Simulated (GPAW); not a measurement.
# Ge2Sb2Te5 (P-3m1) in GPAW: band structure with PBEsol

Aim: the band structure of Ge2Sb2Te5 with PBEsol.

All numbers are computed with GPAW 26.7.0; they aren't measurements. Logs are shortened: lines on timing, memory, paths and dates and some standing lists are left out, and cuts for length are marked. The log counts tension as positive stress, the text compression.

### Step 1. Starting point

The structure is trigonal, space group P-3m1 (No. 164). Conventional cell: a = 4.294 Å, b = 4.294 Å, c = 17.101 Å, α = 90.00°, β = 90.00°, γ = 120.00°. Te (site symmetry 3m) is surrounded by 3 Sb at 3.01 Å. Around Te (site symmetry 3m) lie 3 Ge at 3.00 Å and 3 Sb at 3.20 Å. Te (site symmetry -3m) is surrounded by 6 Ge at 3.04 Å. Around Sb (site symmetry 3m) lie 6 Te at 3.01 to 3.20 Å. Around Ge (site symmetry 3m) lie 6 Te at 3.00 to 3.04 Å.

The cell comes from a database or a generator and needn't be the stable form of this composition.

### Step 2. Band structure, PBEsol

File run.py:

```python
from ase import Atoms
from ase.dft.bandgap import bandgap
from ase.io import write
from ase.units import GPa
from ase.parallel import parprint
from gpaw import GPAW, PW, setup_paths

setup_paths.insert(0, '.')

atoms = Atoms(['Te', 'Te', 'Te', 'Te', 'Te', 'Sb', 'Sb', 'Ge', 'Ge'],
              cell=[[4.2940644248, 0.0, 0.0],
                    [-2.1470322124, 3.7187688774, 0.0],
                    [0.0, 0.0, 17.101346]],
              scaled_positions=[[0.6666666667, 0.3333333333, 0.419892],
                                [0.3333333333, 0.6666666667, 0.580108],
                                [0.3333333333, 0.6666666667, 0.201542],
                                [0.6666666667, 0.3333333333, 0.798458],
                                [0.0, 0.0, 0.0],
                                [0.0, 0.0, 0.320068],
                                [0.0, 0.0, 0.679932],
                                [0.6666666667, 0.3333333333, 0.102895],
                                [0.3333333333, 0.6666666667, 0.897105]],
              pbc=True)

calc = GPAW(mode=PW(600),
            xc='PBEsol',
            kpts={'size': (5, 5, 1), 'gamma': True},
            occupations={'name': 'fermi-dirac', 'width': 0.05},
            nbands=56,
            convergence={'density': 1e-05, 'energy': 1e-05},
            maxiter=150,
            txt='gpaw.txt')
atoms.calc = calc
energy = atoms.get_potential_energy()
forces = atoms.get_forces()
stress = atoms.get_stress()
calc.write('gs.gpw')
write('result.traj', atoms)
parprint(f'Energy: {energy:.6f} eV')
parprint('Forces (eV/A):')
parprint(forces.round(4))
parprint('Stress (GPa):', (stress / GPa).round(3))
parprint('Fermi level:', round(calc.get_fermi_level(), 4), 'eV')
parprint(f'Gap: {bandgap(calc)[0]:.4f} eV, direct: {bandgap(calc, direct=True)[0]:.4f} eV')

path = atoms.cell.bandpath('GMKGALHA,LM,KH', npoints=100, eps=1e-4)
bs_calc = calc.fixed_density(kpts=path, symmetry='off', nbands=98,
                             convergence={'bands': 'CBM+6.0', 'eigenstates': 1e-6}, txt='bands.txt')
bs = bs_calc.band_structure()
bs.write('bs.json')
parprint(f'Gap on the path: {bandgap(bs_calc)[0]:.4f} eV')
```

Potentials or basis: PAW data sets generated in the run's folder for this functional, pw.

The run is started by

```
> gpaw-setup -f PBEsol Ge Sb Te
> OMP_NUM_THREADS=1 mpirun -n 4 gpaw python run.py
```

gpaw.txt:

```text
__  _  _
 | _ |_)|_||  |
 |__||  | ||/\| - 26.7.0

Input parameters:
  mode=PW(ecut=600.0),
  convergence={'density': 1e-05, 'energy': 1e-05},
  kpts=MonkhorstPack(size=(5, 5, 1), gamma=True),
  maxiter=150,
  nbands=56,
  occupations=Occupations(name='fermi-dirac', width=0.05),
  xc=XC(name='PBEsol')

Diagonalizing LCAO Hamiltonian
Converting LCAO to pw mode

         Ge

             Te

       SbTe

             Te

       Sb
         Te

             Ge

       Te

Atoms  # Å, Bohr magnetons
|   | symbol |         x |        y |         z |    initial magnetic moments |
|---|--------|-----------|----------|-----------|-----------------------------|
| 0 |     Te |  2.147032 | 1.239590 |  7.180718 | ( 0.0000,  0.0000,  0.0000) |
| 1 |     Te | -0.000000 | 2.479179 |  9.920628 | ( 0.0000,  0.0000,  0.0000) |
| 2 |     Te | -0.000000 | 2.479179 |  3.446639 | ( 0.0000,  0.0000,  0.0000) |
| 3 |     Te |  2.147032 | 1.239590 | 13.654707 | ( 0.0000,  0.0000,  0.0000) |
| 4 |     Te |  0.000000 | 0.000000 |  0.000000 | ( 0.0000,  0.0000,  0.0000) |
| 5 |     Sb |  0.000000 | 0.000000 |  5.473594 | ( 0.0000,  0.0000,  0.0000) |
| 6 |     Sb |  0.000000 | 0.000000 | 11.627752 | ( 0.0000,  0.0000,  0.0000) |
| 7 |     Ge |  2.147032 | 1.239590 |  1.759643 | ( 0.0000,  0.0000,  0.0000) |
| 8 |     Ge | -0.000000 | 2.479179 | 15.341703 | ( 0.0000,  0.0000,  0.0000) |

Unit cell  # Å
| periodic |         x |        y |         z |   lengths |     angles |
|----------|-----------|----------|-----------|-----------|------------|
|      yes |  4.294064 | 0.000000 |  0.000000 |  4.294064 |  90.000000 |
|      yes | -2.147032 | 3.718769 |  0.000000 |  4.294064 |  90.000000 |
|      yes |  0.000000 | 0.000000 | 17.101346 | 17.101346 | 120.000000 |

Number of symmetries: 12
Symmetry operations  # r_c * U_cc + t_c -> r_c
|    | kind |            matrix            |
|----|------|------------------------------|
|  0 |  σ   |  1, 1, 0,  0,-1, 0,  0, 0, 1 |
|  1 |  S6  |  1, 1, 0, -1, 0, 0,  0, 0,-1 |
|  2 |  E   |  1, 0, 0,  0, 1, 0,  0, 0, 1 |
|  3 |  C2  |  1, 0, 0, -1,-1, 0,  0, 0,-1 |
|  4 |  C2  |  0, 1, 0,  1, 0, 0,  0, 0,-1 |
|  5 |  C3  |  0, 1, 0, -1,-1, 0,  0, 0, 1 |
|  6 |  S6  |  0,-1, 0,  1, 1, 0,  0, 0,-1 |
|  7 |  σ   |  0,-1, 0, -1, 0, 0,  0, 0, 1 |
|  8 |  σ   | -1, 0, 0,  1, 1, 0,  0, 0, 1 |
|  9 |  i   | -1, 0, 0,  0,-1, 0,  0, 0,-1 |
| 10 |  C3  | -1,-1, 0,  1, 0, 0,  0, 0, 1 |
| 11 |  C2  | -1,-1, 0,  0, 1, 0,  0, 0,-1 |

BZ-sampling:
  Number of BZ points: 25
  Number of IBZ points: 5

  Monkhorst-Pack size: [5, 5, 1]
  Monkhorst-Pack shift: [0, 0, 0]

K-points  # in reciprocal-cell coordinates
|   |                                coordinates |     weight |
|---|--------------------------------------------|------------|
| 0 | (  0.00000000,   0.00000000,   0.00000000) | 0.04000000 |
| 1 | (  0.20000000,   0.00000000,   0.00000000) | 0.24000000 |
| 2 | (  0.40000000,  -0.20000000,   0.00000000) | 0.24000000 |
| 3 | (  0.40000000,   0.00000000,   0.00000000) | 0.24000000 |
| 4 | (  0.40000000,   0.40000000,   0.00000000) | 0.24000000 |

Plane wave coefficients: 9151
Cutoff: 600.0 eV

Spin-components: 1 (collinear spins)
Bands:           56
Projectors:      47
Spin-degeneracy: 2
Datatype:        complex128

Parallelization:
  kpt:    2
  domain: 2
  band:   1

Density:
  Valence electrons: 68.0
  Components: 1
  Grid points: [25 25 98]
  Charge: 0.0  # |e|

Potential:
  Grid points: [25 25 98]

species:
  Te:
    name:    Tellurium
    Z:       52.0
    valence: 6
    core:    46
    charge:  0.0  # [|e|]
    compensation charges:
      type: gauss
      rc: 0.36  # [Å]
      lmax: 2
    cutoffs:
      filter: 2.09  # [Å]
      core: 3.17  # [Å]
    projectors
    | kind |    occ | energy [eV] | rcut [Å] |
    |------|--------|-------------|----------|
    |   5s |  2.000 |     -15.132 |    1.180 |
    |   5p |  4.000 |      -5.970 |    1.196 |
    |    s |        |      12.080 |    1.180 |
    |    p |        |      21.241 |    1.196 |
    |    d |        |       0.000 |    1.238 |

    Using partial waves for Te as LCAO basis

  Sb:
    name:    Antimony
    Z:       51.0
    valence: 15
    core:    36
    charge:  0.0  # [|e|]
    compensation charges:
      type: gauss
      rc: 0.36  # [Å]
      lmax: 2
    cutoffs:
      filter: 2.23  # [Å]
      core: 2.23  # [Å]
    projectors
    | kind |    occ | energy [eV] | rcut [Å] |
    |------|--------|-------------|----------|
    |   5s |  2.000 |     -12.861 |    1.154 |
    |   5p |  3.000 |      -4.846 |    1.233 |
    |   4d | 10.000 |     -33.456 |    1.196 |
    |    s |        |      14.351 |    1.154 |
    |    p |        |      22.365 |    1.233 |
    |    d |        |      -6.245 |    1.196 |

    Using partial waves for Sb as LCAO basis

  Ge:
    name:    Germanium
    Z:       32.0
    valence: 4
    core:    28
    charge:  0.0  # [|e|]
    compensation charges:
      type: gauss
      rc: 0.32  # [Å]
      lmax: 2
    cutoffs:
      filter: 1.77  # [Å]
      core: 3.42  # [Å]
    projectors
    | kind |    occ | energy [eV] | rcut [Å] |
    |------|--------|-------------|----------|
    |   4s |  2.000 |     -11.738 |    1.005 |
    |   4p |  2.000 |      -3.898 |    1.005 |
    |    s |        |      15.473 |    1.005 |
    |    p |        |      23.314 |    1.005 |
    |    d |        |       0.000 |    1.005 |

    Using partial waves for Ge as LCAO basis

Reference energy: -1390080.629692  # eV

eigensolver:
  PPCG
  Converge bands: occupied
  niter=2

density mixing:
  MSR1-Mixer
  Pratt-step length: 0.05
  Maximum mixing coefficient: 0.75
  Old densities: 10
  SVD Regularization: 0.005
  Good broyden scale: 1.0
  Trust region scale: 1.0
  Backstep threshold: 4.0
  History deletion threshold: 6.0
  Fourier metric: weight=20.0, sigma=0.015

occupation numbers:
  Fermi-Dirac:
    width: 0.0500  # eV

poisson solver:
  ecut: 4800.0  # eV

xc functional:
  name: PBEsol with 2 nearest neighbor stencil

convergence criteria:
- Maximum integral of absolute [dens]ity change: 1e-05 electrons / valence electron
- Maximum [total energy] change in last 3 cyles: 1e-05 eV / valence electron
- Maximum integral of absolute [eigenst]ate change: 4e-08 eV^2 / valence electron
maximum number of iterations: 150

SCF iterations
|iter     | |      energy | eigst |  dens |
|---------|-|-------------|-------|-------|
|iter:   1| |  -38.678120 | +0.57 |       |
|iter:   2| |  -38.574818 | -1.14 | -1.39 |
|iter:   3| |  -38.609114 | -2.22 | -1.44 |
|iter:   4| |  -38.504973 | -2.12 | -1.56 |
|iter:   5| |  -38.441737 | -2.62 | -1.73 |
|iter:   6| |  -38.435243 | -3.51 | -2.12 |
|iter:   7| |  -38.434951 | -4.98 | -2.73 |
|iter:   8| |  -38.434956c| -5.83 | -3.27 |
|iter:   9| |  -38.434947c| -6.65 | -3.77 |
|iter:  10| |  -38.434947c| -7.61c| -4.43 |
|iter:  11| |  -38.434947c| -8.35c| -5.06c|

Converged in 11 steps
Energy contributions relative to reference atoms: (reference = -1390080.629692)

Energy contributions:
  Kinetic:          23.534550
  Coulomb:         -29.084252
  Zero:              0.989013
  External:          0.000000
  Xc:              -33.872665
  Entropy:          -0.003188
  Spinorbit:         0.000000
  ----------------------------
  Free energy:     -38.436541
  Extrapolated:    -38.434947

dipole moment: (-24.752882, -42.873249, -73.102132)  # |e|*Ang

Fermi level: 6.123
Eigenvalues  # (at kpt = [0.000, 0.000, 0.000])
| band index |      eig [eV] | occ [0-2] |
|------------|---------------|-----------|
|          0 |       -23.597 |     2.000 |
|        ... |               |           |
|         26 |         4.421 |     2.000 |
|         27 |         4.461 |     2.000 |
|         28 |         4.461 |     2.000 |
|         29 |         4.754 |     2.000 |
|         30 |         4.754 |     2.000 |
|         31 |         4.846 |     2.000 |
[... 8 lines left out ...]
|         40 |         7.505 |     0.000 |
|         41 |         7.505 |     0.000 |
|        ... |               |           |
|         55 |        13.038 |     0.000 |

Gap: 0.275 eV
Transition (v -> c):
  (s=0, k=0, n=33, [0.00, 0.00, 0.00]) -> (s=0, k=0, n=34, [0.00, 0.00, 0.00])
No difference between direct/indirect transitions

Forces  # eV/Ang
|        x |        y |        z |
|----------|----------|----------|
| -0.00000 | -0.00000 | -0.19121 |  # Te   0
|  0.00000 |  0.00000 |  0.19121 |  # Te   1
| -0.00000 |  0.00000 | -0.09899 |  # Te   2
|  0.00000 | -0.00000 |  0.09899 |  # Te   3
| -0.00000 |  0.00000 |  0.00000 |  # Te   4
|  0.00000 | -0.00000 | -0.00538 |  # Sb   5
| -0.00000 |  0.00000 |  0.00538 |  # Sb   6
|  0.00000 |  0.00000 | -0.04218 |  # Ge   7
| -0.00000 | -0.00000 |  0.04218 |  # Ge   8

Stress tensor  # eV/Ang^3
|        x |        y |        z |
|----------|----------|----------|
| 0.016807 | 0.000000 | 0.000000 |
| 0.000000 | 0.016807 | 0.000000 |
| 0.000000 | 0.000000 | 0.017518 |

# Writing to gs.gpw (mode='')
```

It took 2.7 min on 4 MPI ranks of Intel Xeon 6975P-C (Granite Rapids), shared host; peak memory 0.78 GiB.

What came out:

* Free energy: -38.4365 eV
* Pressure: -2.7 GPa
* Largest force: 0.191 eV/Å
* Band gap on the k mesh: 0.27 eV, direct
* Band gap along the path: 0.21 eV, indirect (least direct gap 0.27 eV)

Forces on the atoms (eV/Å):
```
Te   0.000  0.000 -0.191
Te   0.000  0.000  0.191
Te   0.000  0.000 -0.099
Te   0.000  0.000  0.099
Te   0.000  0.000  0.000
Sb   0.000  0.000 -0.005
Sb   0.000  0.000  0.005
Ge   0.000  0.000 -0.042
Ge   0.000  0.000  0.042
```

Stress tensor (GPa, compression positive):
```
-2.69  0.00  0.00
 0.00 -2.69  0.00
 0.00  0.00 -2.81
```

Levels at the corners of the path, in eV from the valence-band top:
| point | band 30 | band 31 | band 32 | band 33 | band 34 | band 35 | band 36 | band 37 | band 38 | band 39 |
| --- | --- | --- | --- | --- | --- | --- | --- | --- | --- | --- |
| Γ | -1.26 | -1.26 | -1.17 | -0.84 | 0.00 | 0.27 | 0.27 | 0.28 | 0.92 | 0.92 |
| M | -2.03 | -1.63 | -1.53 | -1.31 | -0.84 | 0.44 | 0.93 | 1.03 | 1.25 | 1.27 |
| K | -2.86 | -2.34 | -0.77 | -0.77 | -0.66 | 0.69 | 0.69 | 0.93 | 2.67 | 2.68 |
| Γ | -1.26 | -1.26 | -1.17 | -0.84 | 0.00 | 0.27 | 0.27 | 0.28 | 0.92 | 0.92 |
| A | -1.43 | -1.34 | -1.34 | -0.72 | -0.14 | 0.50 | 0.50 | 0.54 | 0.57 | 0.57 |
| L | -2.33 | -2.10 | -1.81 | -1.29 | -0.56 | 0.31 | 0.56 | 1.55 | 1.56 | 1.76 |
| H | -2.11 | -1.72 | -1.36 | -1.36 | -1.28 | 1.54 | 1.54 | 1.70 | 1.70 | 1.76 |
| A | -1.43 | -1.34 | -1.34 | -0.72 | -0.14 | 0.50 | 0.50 | 0.54 | 0.57 | 0.57 |
| L | -2.33 | -2.10 | -1.81 | -1.29 | -0.56 | 0.31 | 0.56 | 1.55 | 1.56 | 1.76 |
| M | -2.03 | -1.63 | -1.53 | -1.31 | -0.84 | 0.44 | 0.93 | 1.03 | 1.25 | 1.27 |
| K | -2.86 | -2.34 | -0.77 | -0.77 | -0.66 | 0.69 | 0.69 | 0.93 | 2.67 | 2.68 |
| H | -2.11 | -1.72 | -1.36 | -1.36 | -1.28 | 1.54 | 1.54 | 1.70 | 1.70 | 1.76 |

Caveat: spin-orbit coupling is left out, which moves the levels of the heavy elements.
